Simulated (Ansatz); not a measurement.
# ZrHO+ (singlet): wave-function methods side by side, def2-TZVPP

The task here is to estimate one member of a computed series from the others.

The runs use Ansatz 0.2.0, Gaussian basis; def2-TZVPP, core rule «outside noble gas», up to 5 orbitals frozen.

Plan: UHF; CCSD(T) on RHF; CCSD(T) on UHF; CCSDT(Q) on RHF; CCSDT(Q) on UHF.

9 further runs of the same task are left out: 4 for a known fault of the program, 5 set aside as unsound or not needed.

**What is computed**

The geometry is a PBE0/def2-TZVP stationary point (not a proven minimum) of the parent state, kept for this charge and spin. No spin-orbit coupling is included. Elements past krypton take def2 core potentials.

3 atoms, charge 1, spin multiplicity 1.

Atoms are counted from 1 here; the program's logs count them from 0.

Bond lengths: Zr1–O2 1.861 Å, O2–H3 0.954 Å. Angles: Zr1–O2–H3 180.0°.

Coordinates:

```xyz
3

Zr    0.0000    0.0000    1.5586
O     0.0000    0.0000   -0.3022
H     0.0000    0.0000   -1.2563
```

The first run:

in.yaml reads:

```yaml
crystal:
  periodic: [false, false, false]
  atoms:
    - {symbol: Zr, position_ang: [0.000000, 0.000000, 1.558570]}
    - {symbol: O, position_ang: [0.000000, 0.000000, -0.302235]}
    - {symbol: H, position_ang: [0.000000, 0.000000, -1.256335]}
basis:
  gaussian: {orbitals: def2-TZVPP}
total_charge: 1
magnetization: {spin_polarized: true, initial_magnetization: 0}
hamiltonian: {xc: hf}
output: {orbitals: {seedname: orbitals}}
```

Launch:

```
> ansatz run in.yaml --threads 1 --pin off --events-out ev --progress --plain --max-ram 2816MiB --backend cpu
```

Steps of the session up to this table: UHF; CCSD(T) on RHF; CCSD(T) on UHF; CCSDT(Q) on RHF; CCSDT(Q) on UHF.

One of the session's tables, all rows but one given; the rest of the session is left out.

It belongs to the step «Misses and costs». 

```
   method  from RCCSDT(Q) (kcal/mol)
      UHF                    +189.69
     RMP2                     +22.99
     UMP2                      +4.87
    RCCSD                     +13.55
    UCCSD                          ?
 RCCSD(T)                      +0.44
 UCCSD(T)                      -8.21
   RCCSDT                      +0.31
   UCCSDT                      -8.64
RCCSDT(Q)                          0
UCCSDT(Q)                      -9.43
```

**Question.** Estimate the row for UCCSD.

The run gave: from RCCSDT(Q) (kcal/mol): +0.98. In the column «from RCCSDT(Q) (kcal/mol)» it lies between RCCSD(T) (+0.44) and UMP2 (+4.87).

Left out of the table: RHF (another determinant or state than the rows shown).

Limits of these values: The determinant is far from a pure spin state, so its energy mixes those of several spin states (harmless only where they are near-degenerate, as at dissociation). The report flags that the cluster equations may have other roots. The program flags UCCSD(T), RCCSDT(Q), UCCSDT(Q) as in doubt, so the zero of the table is itself unsure. Warnings: restricted reference is unstable; spin contamination; coupled cluster took another determinant than the lowest; large T1 diagnostic. Restricted and unrestricted rows rest on different reference determinants; where their highest levels disagree by more than a few hundredths of an eV, they describe different states and don't form one ladder.
